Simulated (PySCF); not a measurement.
**[Gd(H2O)5]3+: other functionals and bases at one geometry**

Aim: see how levels, charges and forces of [Gd(H2O)5]3+ depend on the level of theory. The species was built from a template and needn't be a known compound.

The runs use PySCF 2.14.0; several levels, as the steps say, no spin–orbit coupling.

5 further runs of the same task are left out: 2 for a known fault of the program, 1 that didn't finish, 2 set aside as unsound or not needed.

## Step 1: The system as given

16 atoms, charge 3, spin multiplicity 1.

Bond lengths: Gd1–O2 2.364 Å, Gd1–O5 2.364 Å, Gd1–O8 2.332 Å, Gd1–O11 2.359 Å, Gd1–O14 2.359 Å, O2–H3 0.982 Å, O2–H4 0.982 Å, O5–H6 0.982 Å, O5–H7 0.982 Å, O8–H9 0.984 Å, O8–H10 0.984 Å, O11–H12 0.983 Å, O11–H13 0.983 Å, O14–H15 0.983 Å, O14–H16 0.983 Å. Angles: O2–Gd1–O5 158.5°, O2–Gd1–O8 100.8°, O2–Gd1–O11 86.2°, O2–Gd1–O14 86.4°, O5–Gd1–O8 100.8°, O5–Gd1–O11 86.4°, O5–Gd1–O14 86.2°, O8–Gd1–O11 110.3°, O8–Gd1–O14 110.3°, O11–Gd1–O14 139.4°, Gd1–O2–H3 128.1°, Gd1–O2–H4 128.5°, H3–O2–H4 103.4°, Gd1–O5–H6 128.1°, Gd1–O5–H7 128.5°, H6–O5–H7 103.4°, Gd1–O8–H9 128.2°, Gd1–O8–H10 128.2° and more.

Geometry (Å):

```csv
atom,x (Å),y (Å),z (Å)
Gd1,-0.0259,0.0000,0.0000
O2,-0.4676,0.0441,2.3219
H3,-0.6276,0.8264,2.8930
H4,-0.5534,-0.7120,2.9424
O5,-0.4676,-0.0441,-2.3219
H6,-0.6277,-0.8264,-2.8930
H7,-0.5534,0.7120,-2.9424
O8,2.3060,-0.0001,0.0000
H9,2.9148,-0.0289,-0.7723
H10,2.9148,0.0287,0.7723
O11,-0.8433,2.2128,-0.0364
H12,-0.3335,3.0528,-0.0098
H13,-1.7772,2.5148,-0.0881
O14,-0.8435,-2.2127,0.0364
H15,-1.7774,-2.5146,0.0881
H16,-0.3337,-3.0528,0.0098
```

Formal oxidation states: Gd +3. Each metal's 7 4f electrons lie in its core potential, so multiplicities, spins and levels count the valence alone. An earlier session relaxed this geometry at r2SCAN, Gd lcecp-1-SVP with ECP53, O def2-SVP, H def2-SVP (singlet, point group C2).

At r2SCAN on the finer grid: E = -416.701102 Eh, HOMO -21.78 eV, LUMO -14.65 eV, Mulliken charge on Gd1 +1.56 e, largest force component 0.050 eV/Å. 

Levels to run: PBE0; TPSSh; TPSS; BLYP; r2SCAN, TZVP; PBE0, SVP. Hardware: 4 threads of Arm Neoverse V2, shared host.

## Step 2: PBE0

run.py (the lines that set the calculation) reads:

```python
mol = gto.M(atom='''
Gd    -0.02586     0.00000     0.00000
O     -0.46762     0.04412     2.32189
H     -0.62761     0.82640     2.89301
H     -0.55343    -0.71198     2.94240
O     -0.46763    -0.04408    -2.32189
H     -0.62767    -0.82635    -2.89301
H     -0.55337     0.71203    -2.94240
O      2.30605    -0.00009     0.00000
H      2.91482    -0.02891    -0.77230
H      2.91482     0.02868     0.77230
O     -0.84332     2.21277    -0.03636
H     -0.33349     3.05282    -0.00979
H     -1.77719     2.51478    -0.08809
O     -0.84349    -2.21271     0.03636
H     -1.77738    -2.51464     0.08809
H     -0.33372    -3.05280     0.00979''',
    basis={'Gd': 'lcecp-1-SVP', 'O': 'def2-SVP', 'H': 'def2-SVP'},
    ecp={'Gd': 'lcecp-1-SVP'},
    charge=3, spin=0)
mf = dft.RKS(mol, xc='PBE0')
mf.grids.atom_grid = (75, 302)  # f atoms: unpruned, at least (60, 302)
mf = mf.density_fit()  # fitting sets: Gd AutoAux, O def2-universal-JKFIT, H def2-universal-JKFIT
mf.conv_tol = 1e-08; mf.max_cycle = 55
mf.kernel(dm0)  # dm0: the density of the relaxed state
```

The run is started by

```
$ OMP_NUM_THREADS=4 python run.py
```

## Step 3: TPSSh

run.py (the lines that set the calculation), as its differences from that of step 2:

```diff
@@ -20,3 +20,3 @@
     charge=3, spin=0)
-mf = dft.RKS(mol, xc='PBE0')
+mf = dft.RKS(mol, xc='TPSSH')
 mf.grids.atom_grid = (75, 302)  # f atoms: unpruned, at least (60, 302)
```

## Step 4: TPSS

run.py (the lines that set the calculation), as its differences from that of step 3:

```diff
@@ -20,3 +20,3 @@
     charge=3, spin=0)
-mf = dft.RKS(mol, xc='TPSSH')
+mf = dft.RKS(mol, xc='TPSS')
 mf.grids.atom_grid = (75, 302)  # f atoms: unpruned, at least (60, 302)
```

## Step 5: BLYP

run.py (the lines that set the calculation), as its differences from that of step 4:

```diff
@@ -20,3 +20,3 @@
     charge=3, spin=0)
-mf = dft.RKS(mol, xc='TPSS')
+mf = dft.RKS(mol, xc='BLYP')
 mf.grids.atom_grid = (75, 302)  # f atoms: unpruned, at least (60, 302)
```

## Step 6: r2SCAN, TZVP

Basis: Gd lcecp-1-TZVP with ECP53, O def2-TZVP, H def2-TZVP. 

run.py (the lines that set the calculation), as its differences from that of step 5:

```diff
@@ -17,6 +17,6 @@
 H     -0.33372    -3.05280     0.00979''',
-    basis={'Gd': 'lcecp-1-SVP', 'O': 'def2-SVP', 'H': 'def2-SVP'},
-    ecp={'Gd': 'lcecp-1-SVP'},
+    basis={'Gd': 'lcecp-1-TZVP', 'O': 'def2-TZVP', 'H': 'def2-TZVP'},
+    ecp={'Gd': 'lcecp-1-TZVP'},
     charge=3, spin=0)
-mf = dft.RKS(mol, xc='BLYP')
+mf = dft.RKS(mol, xc='R2SCAN')
 mf.grids.atom_grid = (75, 302)  # f atoms: unpruned, at least (60, 302)
@@ -24,2 +24,2 @@
 mf.conv_tol = 1e-08; mf.max_cycle = 55
-mf.kernel(dm0)  # dm0: the density of the relaxed state
+mf.kernel(dm0)  # dm0: free metal ions and neutral atoms
```

## Step 7: PBE0, SVP

Basis: Gd def2-SVP with ECP28, O def2-SVP, H def2-SVP. The 4f electrons are now in the valence.

run.py (the lines that set the calculation), as its differences from that of step 6:

```diff
@@ -17,8 +17,8 @@
 H     -0.33372    -3.05280     0.00979''',
-    basis={'Gd': 'lcecp-1-TZVP', 'O': 'def2-TZVP', 'H': 'def2-TZVP'},
-    ecp={'Gd': 'lcecp-1-TZVP'},
-    charge=3, spin=0)
-mf = dft.RKS(mol, xc='R2SCAN')
+    basis={'Gd': 'def2-SVP', 'O': 'def2-SVP', 'H': 'def2-SVP'},
+    ecp={'Gd': 'def2-SVP'},
+    charge=3, spin=7)
+mf = dft.UKS(mol, xc='PBE0')
 mf.grids.atom_grid = (75, 302)  # f atoms: unpruned, at least (60, 302)
-mf = mf.density_fit()  # fitting sets: Gd AutoAux, O def2-universal-JKFIT, H def2-universal-JKFIT
+mf = mf.density_fit()  # fitting sets: Gd def2-universal-JKFIT, O def2-universal-JKFIT, H def2-universal-JKFIT
 mf.conv_tol = 1e-08; mf.max_cycle = 55
```

**Question.** What will these runs give? Wanted: for each run, HOMO; gap; charge on Gd1; dipole; largest force.

**Answer**, as computed:

| level | state | HOMO (eV) | gap (eV) | charge on Gd1 (e) | dipole (D) | largest force (eV/Å) | basis functions | time |
| --- | --- | --- | --- | --- | --- | --- | --- | --- |
| r2SCAN (relaxed here) | singlet | -21.78 | 7.13 | 1.56 | 0.11 | 0.05 | 153 | 69 s |
| PBE0 | singlet | -23.21 | 9.24 | 1.58 | 0.11 | 0.12 | 153 | 8.6 s |
| TPSSh | singlet | -22.16 | 7.83 | 1.55 | 0.11 | 0.13 | 153 | 15 s |
| TPSS | singlet | -21.41 | 6.73 | 1.47 | 0.11 | 0.33 | 153 | 14 s |
| BLYP | singlet | -21.19 | 6.42 | 1.35 | 0.11 | 0.44 | 153 | 8.5 s |
| r2SCAN, TZVP | singlet | -21.80 | 7.17 | 2.04 | 0.08 | 0.30 | 262 | 56 s |
| PBE0, SVP | octet | -23.11 | 8.69 | 1.70 | 0.07 | 0.17 | 198 | 75 s |

Times are on 4 threads of Arm Neoverse V2, shared host; the first row also made further properties. The dipole of a charged species depends on the origin, so these sizes hold for this origin alone.

In one basis the HOMO–LUMO gap runs from 6.42 eV (BLYP) to 9.24 eV (PBE0). The largest leftover force, 0.44 eV/Å with BLYP, stands at a geometry relaxed at another level. The Mulliken charge on Gd spans +1.35 to +2.04 e over the levels. With 4f in the core, its levels are missing from HOMO and gap. Total energies of different levels can't be compared. Spin–orbit coupling is left out throughout.
